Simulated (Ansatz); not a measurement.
# V2S5: the cost of one run

Method: DFT PBE, scalar-relativistic, plane waves, PAW, unless a step names another level, in Ansatz 0.2.0.

5 further runs of the same task are left out: 1 that didn't finish, 4 set aside as unsound or not needed.

## 1. The formula and the candidates

Pauling electronegativities: V 1.63, S 2.58 (spread 0.95). The formula balances with common oxidation states: V +5, S -2. Tabulated atomic sizes suggest about 20 Å³/atom. 21 candidates were drawn, by swapping species into database cells of other compounds, at random by space group and Wyckoff sites, or by hand, as the table says:

```tsv
name	made from	space group no.	Wyckoff sites	atoms (primitive cell)	V (Å³/atom)
c01	random	139	V 4e; S 4c, 4d, 2b	7	24.5
c02	built by hand: R-Nb2O5	12	V 4i; S 2a, 4i, 4i	7	19.9
c03	built by hand: layered tetrahedral V2S5 honeycomb	157	V 2b; S 2b, 3c	7	26.7
c04	random	139	V 4d; S 4e, 2a, 4c	7	21.4
c05	random	123	V 2f; S 2h, 2e, 1c	7	23.4
c06	random	123	V 2g; S 1c, 4k	7	20.2
c07	random	187	V 2g; S 3j, 1b, 1e	7	21.1
c08	random	189	V 1a, 1b; S 3f, 2d	7	23.1
c09	random	123	V 1a, 1d; S 4m, 1c	7	22.6
c10	random	123	V 1a, 1c; S 4n, 1b	7	25.0
c11	built by hand: alpha-V2O5 (shcherbinaite)	59	V 4e; S 4e, 2a, 4e	14	20.0
c12	random	216	V 4b, 4c; S 4a, 16e	7	22.4
c13	random	191	V 2c; S 1a, 2e, 2d	7	24.4
c14	random	216	V 4d, 4b; S 16e, 4a	7	23.0
c15	database cell of Ta2O5	47	V 1d, 1a; S 2q, 1h, 1b, 1e	7	23.5
c16	built by hand: 1T-VS2 layers with intercalated S2 dimers	164	V 3e, 1a; S 2c, 6i, 2d	14	23.6
c17	random	123	V 2e; S 4m, 1d	7	20.9
c18	random	123	V 2e; S 4l, 1d	7	21.8
c19	random	123	V 2e; S 2h, 2f, 1b	7	20.2
c20	random	216	V 4a, 4d; S 16e, 4b	7	25.0
c21	random	216	V 4c, 4a; S 4b, 16e	7	24.2
```

## 2. Screening run of c10

input.yaml

```yaml
crystal:
  lattice:
    - [6.4976841, 0.0, 0.0]
    - [0.0, 6.4976841, 0.0]
    - [0.0, 0.0, 4.14111487]
  atoms:
    - { symbol: V, position: [0.0, 0.0, 0.0], spin: 2.0 }
    - { symbol: V, position: [0.5, 0.5, 0.0], spin: 2.0 }
    - { symbol: S, position: [0.15943546, 0.5, 0.0] }
    - { symbol: S, position: [0.84056454, 0.5, 0.0] }
    - { symbol: S, position: [0.5, 0.15943546, 0.0] }
    - { symbol: S, position: [0.5, 0.84056454, 0.0] }
    - { symbol: S, position: [0.0, 0.0, 0.5] }
basis:
  ecutwfc: 420
kpoints:
  mp_grid: { grid: [2, 2, 3] }
hamiltonian:
  xc: pbe
scf:
  occupations: { method: gaussian, width: 0.15 }
  lower_state_search: "off"
output:
  forces: true
  stress: true
  eigenvalues: true
  populations: true
magnetization:
  spin_polarized: true
relax:
  adjacent_minimum: "off"
  f_tol: 0.08
  max_steps: 16
  cell: { stress_tol: 0.8 }
```

Launch:

```console
$ ansatz run input.yaml --threads 1 --pin off --max-ram 2560MiB --backend cpu --events-out ev --progress --plain --runs-dir out
```

Q: Estimate wall time and peak memory on 1 thread of Intel Xeon Platinum 8259CL at 2.50GHz (Skylake/Cascade Lake), shared host.

About 38 s, with a peak of 0.53 GiB.
